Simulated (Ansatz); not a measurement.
# PtSe (Fm-3m) in Ansatz: a series of runs, part 2 of 2

Ansatz 0.2.0. Earlier steps stand in the parts before.

## 3. Phonons, PBEsol

File input.yaml:

```yaml
crystal:
  lattice:
    - [0.0, 2.79841113, 2.79841113]
    - [2.79841113, 0.0, 2.79841113]
    - [2.79841113, 2.79841113, 0.0]
  atoms:
    - { symbol: Pt, position: [0.5, 0.5, 0.5] }
    - { symbol: Se, position: [0.0, 0.0, 0.0] }
kpoints:
  mp_grid: { grid: [8, 8, 8] }
scf:
  occupations: { method: fermi_dirac, width: 0.05 }
hamiltonian:
  xc: pbesol
  pseudopotentials: { kind: all_electron, datasets: crystal }
output: {}
phonons:
  method: fd
  supercell: [1, 1, 1]
```

Potentials or basis: all-electron PAW datasets made for the crystal.

The run is started by

```console
$ ansatz run input.yaml --threads 1 --pin off --max-ram 3072MiB --backend cpu --events-out ev --progress --plain --runs-dir out
```

The program printed:

```text
Warning: RAYON_NUM_THREADS=1 ignored (pool sized by the plan → 1); use --threads N
hamiltonian.pseudopotentials.datasets: crystal makes datasets for this crystal and solves the spheres of its atoms anew in each pass: cutoff 260.0 eV, the density's 1040.0 eV; for an error of 0.50 meV an atom under PBE, 1.0 meV for the cell; an energy difference from a run of another recipe may be off by several times the error for the cell, under r2SCAN by more, where some 0.1 meV an atom stays at smaller errors; Se in spheres of 1.376 Å, 6 of its electrons in bands; Pt in spheres of 1.376 Å, 10 of its electrons in bands, 8 on its site; only band paths and densities of states list, in semicore columns, the levels of the semicore shells that are solved separately: 5s of Pt, 5p of Pt
Engine: ansatz 0.2.0, aarch64-unknown-linux-gnu
Pseudopotentials: kind: all_electron
Pseudopotential: Pt, paw, valence charge 18, recommended cutoff 260 eV (normal), crystal/all_electron/pbesol/scalar/gaussian/Pt, Koelling and Harmon's equation, gaussian nucleus
Pseudopotential: Se, paw, valence charge 6, recommended cutoff 260 eV (normal), crystal/all_electron/pbesol/scalar/gaussian/Se, Koelling and Harmon's equation, gaussian nucleus
Functional definition: PBEsol
  exchange = pbesol_x
  correlation = pbesol_c
Crystal: 2 atoms, lattice volume = 43.829 Å³
Basis set: ecut = 260 eV, 411 PW (Γ), exchange–correlation on 48×48×48 points (8 copies of the dense FFT grid, shifted against one another)
Bands: 12, of which v1, the nominal top of the filled ones, is band 8 counted from 1 (7 counted from 0)
Symmetry: 48 space group operations
k-points: 29 of 512
Non-local potential: Pt, projectors of the file, l = 0: 1, l = 1: 1, l = 2: 2
Non-local potential: Se, projectors of the file, l = 0: 1, l = 1: 1
PAW form: soft (Blöchl's): semilocal exchange-correlation on the pseudo side does not see the compensation charge
PAW one-centre angular grid: Pt, 590 points (default); XC on its mesh's 1817 points in the sphere
PAW one-centre angular grid: Se, 110 points (default); XC on its mesh's 1903 points in the sphere
Initial density: superposition of atomic densities (neutral atoms: chi_scale 0, normalization atom)
Initial wavefunctions: pseudopotential atomic-orbital guess
Functional: x = pbesol(κ = 0.804, μ = 0.12345679012345678), c = pbesol(β = 0.046)
iter 1 solved again at ethr=6.61e-3 eV; its pass at ethr=1.00e-1 eV (dr2=1.06e0 eV) is discarded
SCF iter   1: F=—  HF=-566898.656156 eV  |F-HF|=—  |Δ(HF+E_count)|=         —  Δρ=5.16e-2  dr2=1.20e0  ethr=6.61e-3  ⟨swp⟩=3.0  Hψ=1986  notcnv=0
preconditioner: auto → Kerker (q_TF=auto, 2.306 Å⁻¹)  [metal: Δε(μ)=0.034 eV  Ē_g=8.465 eV  σ=0.050 eV  W_gap=0.17  n_scr=14 (ndim 8)  ℏωp=22.4 eV  f_vac=0.000  D(μ)=1.03/eV (n_scr^D=8)]
SCF iter   2: F=—  HF=-566898.460081 eV  |F-HF|=—  |Δ(HF+E_count)|=   1.96e-1  Δρ=2.07e-2  dr2=1.66e-1  ethr=6.61e-3  ⟨swp⟩=2.1  Hψ=700  notcnv=0
SCF iter   3: F=—  HF=-566898.409690 eV  |F-HF|=—  |Δ(HF+E_count)|=   5.04e-2  Δρ=5.83e-3  dr2=1.83e-2  ethr=1.04e-3  ⟨swp⟩=3.1  Hψ=776  notcnv=0  defer=2
[... 39 lines left out ...]
Internal energy: -566898.404034 eV  (E = F + TS)
E sigma→0 (E₀):  -566898.409324 eV
Entropy (-TS):   -0.010580 eV (-5.290 meV/atom)
Past the cutoff: the bands carry plane waves up to 1.75 times it, of which those up to 1.5 times it add -0.000244 eV an atom, each by itself; the spheres take 0.000261 eV an atom off the energy for waves past 1.75 times it
By the cutoff:   a pressure is off by up to 0.007 GPa (1.2 times the spheres' own share and the shells' term, over an atom's volume, and 0.004 GPa: a bound that held against runs at twice the plane waves)
Past the cutoffs: a stress includes 0.0011 GPa for waves and charges beyond them, in addition to the slope of what the spheres take
In the spheres:  the bands' charges fall short by 7.3e-7 e at most (sound up to 1e-3), those of shells solved beside the bands by 5.4e-7 e (sound up to 5e-4)
Fermi energy:    14.084113 eV
--- Per-component energies (eV) ---
  E_band       = 162.308396
  E_kinetic    = 256.510666
  E_local      = -1983.086577  (includes V_loc(G=0)·N_el)
  E_nonlocal   = 198.668946
  E_hartree    = 983.832721
  E_xc         = -147.785251
  E_vxc        = -177.048564  (∫ρ·V_xc dr)
  E_paw        = -569921.969773  (= ΣΔE_a)
  E_vpaw       = -6241.914591  (= ΣTr[D̂ρ^β])
  E_ewald      = -2426.087545
  E_smearing   = -0.010580  (= −TS)
  E_closure    = 6141.512779  (closes the sum)
  Σ components = -566898.414614   (vs F -566898.414614, Δ=0.00e0)
  The terms above E_closure are by the made datasets' own strengths, without shells solved beside the bands.
--- Forces (eV/Å), atoms counted from 1 ---
  atom   1  Pt     0.00000000     0.00000000     0.00000000
  atom   2  Se    -0.00000000     0.00000000     0.00000000
  max |Σ_I F_I| component: 5.43e-29 eV/Å
--- Band table (eV; the first three rows and the last of 29) ---
  k-point 0: bands = ["0.1087", "11.7087", "11.7087", "11.7746", "11.7746", "11.7746", "12.9132", "12.9132", "12.9132", "14.4891", "24.1230", "24.9047"]
  k-point 1: bands = ["0.2349", "11.0782", "11.1307", "11.1307", "11.8601", "11.8601", "12.3682", "13.6568", "13.6568", "15.8447", "22.7754", "24.1098"]
  k-point 2: bands = ["0.5695", "9.5309", "10.4093", "10.4093", "12.0986", "12.0986", "12.4298", "14.8076", "14.8076", "17.4792", "21.0648", "22.3972"]
  k-point 28: bands = ["1.1888", "9.4959", "9.9490", "9.9490", "12.7037", "12.7037", "12.7276", "12.7791", "12.8107", "18.1386", "21.2096", "22.2861"]
--- Phonons: 2 displaced members + reference (amplitude 0.0025 Å, Σ member SCF iterations 12) ---
  symmetry images taken by strict's conditions (phonons.symmetry_images: auto; settled by no image being taken that strict refuses)
  ASR residual: 1.047e-3 → 0.000e0 eV/Å²; symmetrization residual: 1.230e-4 eV/Å²
  largest component of a force at the reference: 5.7e-29 eV/Å
  ASR residual per site (eV/Å²): 1.05e-3 1.62e-4
  Γ frequencies (cm⁻¹): 0.00 0.00 0.00 73.26 73.26 73.26
  density of states and harmonic sums: on the 19×19×19 q-mesh, interpolated from the force constants of a 1×1×1 supercell (no non-analytic term)
  largest difference from the sums on the solved wave vectors: F 8.17e-1 eV, S 1.08e-3 and C_V 2.58e-4 eV/K
  zero-point energy: 0.018359 eV/cell   skipped modes (ω ≤ 0): 3   left out of the sums: 7.29e-5 of the cell's modes: C_V's classical limit lies that fraction below 3 k_B per atom; for a crystal, a wire or a layer, F and S can be off by more, and a phonons.interpolated_qmesh denser along its periods is the remedy for the sampling
```

It took 15 s on 1 thread of Arm Neoverse V2, shared host; peak memory 0.51 GiB.

Results:

```yaml
Free_energy: -566898.4146 eV
Band_gap_on_the_k_mesh: none (metal or under the smearing width)
Highest_phonon_frequency_at_Γ: 73 cm⁻¹
```

Levels at points of the mesh, in eV from the Fermi level:
| k point | band 6 | band 7 | band 8 | band 9 | band 10 | band 11 |
| --- | --- | --- | --- | --- | --- | --- |
| (0.00, 0.00, 0.00) | -2.31 | -1.17 | -1.17 | -1.17 | 0.40 | 10.04 |
| (0.00, 0.00, -0.50) | -1.61 | -1.27 | 2.20 | 2.20 | 3.42 | 6.25 |
| (0.00, -0.50, -0.50) | -2.03 | -1.36 | -1.36 | -1.09 | -0.08 | 7.99 |

Phonon frequencies in cm⁻¹ (negative: imaginary):
| q point | frequencies |
| --- | --- |
| (0.000, 0.000, 0.000) | 0 0 0 73 73 73 |

Caveat: a metal's response needs a denser mesh. The run has no spin-orbit coupling, so splittings on Pt are missing.

## 4. Elastic constants, PBE

File input.yaml:

```yaml
crystal:
  lattice:
    - [0.0, 2.79841113, 2.79841113]
    - [2.79841113, 0.0, 2.79841113]
    - [2.79841113, 2.79841113, 0.0]
  atoms:
    - { symbol: Pt, position: [0.5, 0.5, 0.5] }
    - { symbol: Se, position: [0.0, 0.0, 0.0] }
kpoints:
  mp_grid: { grid: [6, 6, 6] }
scf:
  occupations: { method: fermi_dirac, width: 0.05 }
hamiltonian:
  xc: pbe
  pseudopotentials: { kind: all_electron, lapw: { basis_error: 0.002 } }
output:
  forces: true
  stress: true
elastic:
  mode: relaxed_ion
  stencil: two_point
```

Potentials or basis: all-electron LAPW, scalar-relativistic.

The run is started by

```console
$ ansatz run input.yaml --threads 1 --pin off --max-ram 3072MiB --backend cpu --events-out ev --progress --plain --runs-dir out
```

Run time: 56 s. Hardware: 1 thread of Arm Neoverse V2, shared host; peak memory 0.37 GiB.

Results (log left out):

```yaml
Free_energy: -567082.6379 eV
Pressure: -14.2 GPa
Band_gap_on_the_k_mesh: none (metal or under the smearing width)
Elastic_constants_C11_C12_C44: 81, 32, 10 GPa
Voigt_bulk_modulus: 48 GPa
```

Levels at points of the mesh, in eV from the Fermi level:
| k point | band 30 | band 31 | band 32 | band 33 | band 34 | band 35 | band 36 | band 37 |
| --- | --- | --- | --- | --- | --- | --- | --- | --- |
| (0.00, 0.00, 0.00) | -2.24 | -2.24 | -1.13 | -1.13 | -1.13 | 0.55 | 10.28 | 10.93 |
| (0.00, 0.00, -0.50) | -1.54 | -1.54 | -1.21 | 2.27 | 2.27 | 3.59 | 6.37 | 6.37 |
| (0.00, -0.50, -0.50) | -2.45 | -1.93 | -1.30 | -1.30 | -0.99 | 0.04 | 8.14 | 10.36 |

Elastic tensor in Voigt notation (GPa, in the Cartesian axes of the cell as first typed):
```
81 32 32  0  0  0
32 81 32  0  0  0
32 32 81  0  0  0
 0  0  0 10  0  0
 0  0  0  0 10  0
 0  0  0  0  0 10
```

Caveat: the k mesh is thin for a metal, which can move the energy by tens of meV per atom; a metal's response needs a denser mesh; the cell is more than 3 GPa from zero pressure, which shifts response properties; elastic constants of metals need much finer meshes, so these are rough. Spin-orbit coupling is left out, which matters for the levels of Pt.

## 5. The runs side by side

```csv
task,level,potentials or basis,k mesh,cutoff (eV),basis error allowed,gap on the mesh (eV)
phonons,PBE,"all-electron LAPW, scalar-relativistic",8 × 8 × 8,235,0.002 eV/atom,none
phonons,PBEsol,all-electron PAW datasets made for the crystal,8 × 8 × 8,260,-,none
elastic constants,PBE,"all-electron LAPW, scalar-relativistic",6 × 6 × 6,235,0.002 eV/atom,none
```

Alike in all rows: no spin polarisation; cell as given; smearing fermi-dirac 0.05 eV.

Caveats: a metal's response needs a denser mesh; the k mesh is thin for a metal, which can move the energy by tens of meV per atom (some runs); the cell is more than 3 GPa from zero pressure, which shifts response properties (some runs); elastic constants of metals need much finer meshes, so these are rough (some runs).

Compare energies only between runs with the same functional and basis.
